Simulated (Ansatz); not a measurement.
**CH3AlFOSb: one species, many methods**

The task here is to estimate one member of a computed series from the others.

The runs use Ansatz 0.2.0, Gaussian basis; functionals in def2-TZVPP, the program's frozen cores in correlated methods.

Levels to be run: LDA (SPW92), PBE-D4, revPBE-D4, BLYP-D4, r2SCAN-D4, B97M-V, PBE0-D4, B3LYP-D4, r2SCANh-D4, r2SCAN0-D4, HSE06-D4, BHLYP-D4, CAM-B3LYP-D4, LC-ωPBE, ωB97X-V, ωB97M-V, B2PLYP, PBE-QIDH; CCSD(T)/def2-SVP; CCSD(T)/def2-TZVPP; MP2/def2-QZVPP; extrapolation to the limit; RPA on PBE.

## Structure used throughout

An earlier PBE0-D4 in a triple-zeta def2 set relaxation fixed the geometry. Sb takes the def2 core potential; no spin-orbit term is included.

8 atoms, charge 0, spin multiplicity 1.

Atoms are counted from 1 here; the program's logs count them from 0.

Bond lengths: F1–Sb2 2.296 Å, F1–Al5 1.794 Å, Sb2–O3 1.947 Å, Sb2–Al5 2.641 Å, O3–C4 1.458 Å, C4–Al5 1.994 Å, C4–H6 1.096 Å, C4–H7 1.096 Å, Al5–H8 1.579 Å. Angles: Sb2–F1–Al5 79.4°, F1–Sb2–O3 83.1°, F1–Sb2–Al5 41.9°, O3–Sb2–Al5 69.7°, Sb2–O3–C4 112.9°, O3–C4–Al5 100.9°, O3–C4–H6 107.1°, O3–C4–H7 108.3°, Al5–C4–H6 115.6°, Al5–C4–H7 117.5°, H6–C4–H7 106.8°, F1–Al5–Sb2 58.7°, F1–Al5–C4 98.8°, F1–Al5–H8 114.8°, Sb2–Al5–C4 74.4°, Sb2–Al5–H8 144.6°, C4–Al5–H8 137.9°.

The first run:

in.yaml

```yaml
crystal:
  periodic: [false, false, false]
  atoms:
    - {symbol: F, position_ang: [-1.490577, -1.246006, -0.230450]}
    - {symbol: Sb, position_ang: [0.640107, -2.013469, -0.610807]}
    - {symbol: O, position_ang: [0.916492, -0.209619, -1.289011]}
    - {symbol: C, position_ang: [0.509562, 0.821401, -0.342035]}
    - {symbol: Al, position_ang: [-0.566861, -0.254788, 0.946029]}
    - {symbol: H, position_ang: [-0.047092, 1.576950, -0.908532]}
    - {symbol: H, position_ang: [1.410899, 1.313485, 0.040072]}
    - {symbol: H, position_ang: [-1.280328, -0.044954, 2.338835]}
basis:
  gaussian: {orbitals: def2-TZVPP}
hamiltonian: {xc: lda}
output: {orbitals: {seedname: orbitals}}
```

On the command line:

```bash
$ ansatz run in.yaml --threads 4 --pin off --events-out ev --progress --plain --max-ram 10444MiB
```

Among the steps run: LDA; PBE-D4 (GGA); revPBE-D4 (GGA); BLYP-D4 (GGA); r2SCAN-D4 (meta-GGA); B97M-V (meta-GGA); PBE0-D4 (hybrid); B3LYP-D4 (hybrid); r2SCANh-D4 (hybrid); r2SCAN0-D4 (hybrid); HSE06-D4 (hybrid); BHLYP-D4 (hybrid); CAM-B3LYP-D4 (range-separated); LC-ωPBE (range-separated); ωB97X-V (range-separated); ωB97M-V (range-separated); B2PLYP (double hybrid); PBE-QIDH (double hybrid).

One of the session's tables, all rows but one given; the rest of the session is left out.

It belongs to the step «Frontier levels by functional». 

```
  functional  HOMO (eV)  LUMO (eV)  gap (eV)
 LDA (SPW92)      -5.11      -3.85      1.26
      PBE-D4      -4.96      -3.60      1.36
   revPBE-D4      -4.90      -3.50      1.40
     BLYP-D4      -4.80      -3.49      1.31
   r2SCAN-D4      -5.17      -3.51      1.66
      B97M-V      -5.19      -3.49      1.70
     PBE0-D4          ?          ?         ?
    B3LYP-D4      -5.76      -3.07      2.69
  r2SCANh-D4      -5.54      -3.22      2.31
  r2SCAN0-D4      -6.09      -2.80      3.29
    HSE06-D4      -5.56      -3.22      2.34
    BHLYP-D4      -6.81      -2.02      4.79
CAM-B3LYP-D4      -7.13      -1.82      5.31
     LC-ωPBE      -8.36      -0.67      7.69
     ωB97X-V      -8.07      -0.78      7.29
     ωB97M-V      -7.92      -0.90      7.02
```

**Question.** Estimate the row for PBE0-D4.

As computed: HOMO (eV): -5.95; LUMO (eV): -2.85; gap (eV): 3.10. In the column «HOMO (eV)» it lies between r2SCAN0-D4 (-6.09) and B3LYP-D4 (-5.76).
